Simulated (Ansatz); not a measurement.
Geometry optimisation, Ansatz, DFT LDA, scalar-relativistic, plane waves, PAW.

The input (input.yaml):

```yaml
crystal:
  lattice:
    - [6.98, 0.0, 0.0]
    - [3.49, 4.935605, 0.0]
    - [0.0, 0.0, 20.403408]
  atoms:
    - { symbol: Li, position: [-0.25000002, 0.50000003, 0.04901142] }
    - { symbol: Li, position: [0.24999998, 0.50000003, 0.04901142] }
    - { symbol: Li, position: [-0.25000003, 1.00000007, 0.04901142] }
    - { symbol: Li, position: [0.24999997, 1.00000007, 0.04901142] }
    - { symbol: Li, position: [0.0, 0.0, 0.16996193] }
    - { symbol: Li, position: [0.5, 0.0, 0.16996193] }
    - { symbol: Li, position: [-2.0e-08, 0.50000003, 0.16996193] }
    - { symbol: Li, position: [0.49999998, 0.50000003, 0.16996193] }
    - { symbol: Li, position: [-0.25000002, 0.50000003, 0.29091245] }
    - { symbol: Li, position: [0.24999998, 0.50000003, 0.29091245] }
    - { symbol: Li, position: [-0.25000003, 1.00000007, 0.29091245] }
    - { symbol: Li, position: [0.24999997, 1.00000007, 0.29091245] }
    - { symbol: Li, position: [0.0, 0.0, 0.41186296] }
    - { symbol: Li, position: [0.5, 0.0, 0.41186296] }
    - { symbol: Li, position: [-2.0e-08, 0.50000003, 0.41186296] }
    - { symbol: Li, position: [0.49999998, 0.50000003, 0.41186296] }
    - { symbol: Li, position: [0.33333334, -0.16666668, 0.51282648] }
basis:
  ecutwfc: 420.0
kpoints:
  mp_grid: { grid: [4, 4, 1] }
hamiltonian:
  xc: lda
scf:
  occupations: { method: gaussian, width: 0.05 }
  lower_state_search: "off"
relax:
  f_tol: 0.03
  max_steps: 60
  adjacent_minimum: "off"
  constraints: [{ sites: [0, 1, 2, 3] }]
```

Run as:

```bash
$ ansatz run input.yaml --threads 2 --pin off --max-ram 5120MiB --backend cpu --events-out ev --progress --plain --runs-dir out
```

Question: Where does it end, and by what steps?

Answer: The run converged. The force dipped under the threshold on the way, but the program's further checks kept it going. Limits of this set-up: coarse k mesh, thin slab, slab without dipole correction. After 9 steps the energy has fallen by 0.249 eV; Li13 moved furthest, 0.85 Å.

```csv
step,energy less start (eV),largest force component (eV/Å),accepted
0,0.0000,0.358,yes
1,-0.1031,0.100,yes
2,-0.1721,0.051,yes
3,-0.2132,0.038,yes
4,-0.2369,0.038,yes
5,-0.2445,0.036,yes
6,-0.2465,0.010,yes
7,-0.2465,0.009,yes
8,-0.2479,0.020,yes
9,-0.2493,0.018,yes
```

```xyz
17
Lattice="6.9800 0.0000 0.0000 3.4900 4.9356 0.0000 0.0000 0.0000 20.4034" Properties=species:S:1:pos:R:3
Li 0.000 2.468 1.000
Li 3.490 2.468 1.000
Li 1.745 4.936 1.000
Li 5.235 4.936 1.000
Li 0.052 0.142 3.194
Li 3.438 0.142 3.194
Li 1.745 2.652 3.164
Li 5.235 2.569 3.263
Li 0.127 2.490 5.478
Li 3.363 2.490 5.478
Li 1.745 5.046 5.339
Li 5.235 4.917 5.493
Li -0.130 -0.203 7.592
Li 3.620 -0.203 7.592
Li 1.745 2.149 7.978
Li 5.235 2.354 7.656
Li 1.745 -0.524 9.787
```

The run took 25 s on 2 threads of INTEL(R) XEON(R) PLATINUM 8581C CPU @ 2.30GHz (Emerald Rapids) (shared host), peak memory 0.77 GiB.
